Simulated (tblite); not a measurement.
# C8H14Ge: the cost of one run

Programs: tblite 0.8.0 and PySCF 2.14.0, with density-fitted response routines of our own. Each step states its level of theory. These are calculated values for one molecule, in the gas phase or a continuum, unless marked as measured. Atoms are numbered from 0 throughout.

## Step 1: Starting geometry

23 atoms, charge 0, multiplicity 1; geometry from: force field or distance geometry start.

Bonds of the start (Å): C0–C1 1.27, C1–C2 1.53, C2–C3 1.50, C3–C4 1.54, C4–C5 1.51, C1–C6 1.49, C6–Ge7 1.96, Ge7–C8 1.96, C8–C0 1.47, C5–C2 1.53, C0–H9 1.14, C2–H10 1.09, C3–H11 1.11, C3–H12 1.09, C4–H13 1.08, C4–H14 1.13, C5–H15 1.12, C5–H16 1.11, C6–H17 1.10, C6–H18 1.12, Ge7–H19 1.53, Ge7–H20 1.54, C8–H21 1.11, C8–H22 1.09.

## Step 2: Relaxing the molecule with GFN2-xTB

What the job is given:

```
{"job": {"kind": "relax", "xc": "GFN2-xTB", "basis": "xTB"}, "charge": 0, "multiplicity": 1}
C      0.812500     0.238300    -1.171200
C      0.409300    -0.224500    -0.062500
C     -1.011900    -0.766400     0.144100
C     -2.037900    -0.162100    -0.775400
C     -2.910500     0.217200     0.441100
C     -1.637900     0.090700     1.247100
C      1.334800    -0.274700     1.099200
Ge     3.038600    -0.213600     0.127900
C      2.183300     0.746500    -1.345700
H      0.105800     0.283400    -2.062500
H     -1.031400    -1.848400     0.306500
H     -2.581600    -0.893900    -1.414600
H     -1.690500     0.764700    -1.230200
H     -3.683200    -0.522000     0.606700
H     -3.244900     1.293000     0.369900
H     -1.799500    -0.427100     2.222700
H     -1.142000     1.076700     1.319100
H      1.229000     0.593300     1.772900
H      1.217100    -1.242600     1.660200
H      3.543500    -1.606300    -0.262600
H      4.074400     0.671600     0.839800
H      2.280200     1.849600    -1.235500
H      2.538100     0.383600    -2.314100
```

Run with:

```bash
$ OMP_NUM_THREADS=1 python probes_run.py task.json out
```

One launch serves the whole session: the jobs run in the order shown.

**Question.** How long does this first job take on 1 thread of Arm Neoverse V1, shared host, and how much memory does it need?

About 1.2 s, with a peak of 0.16 GiB.
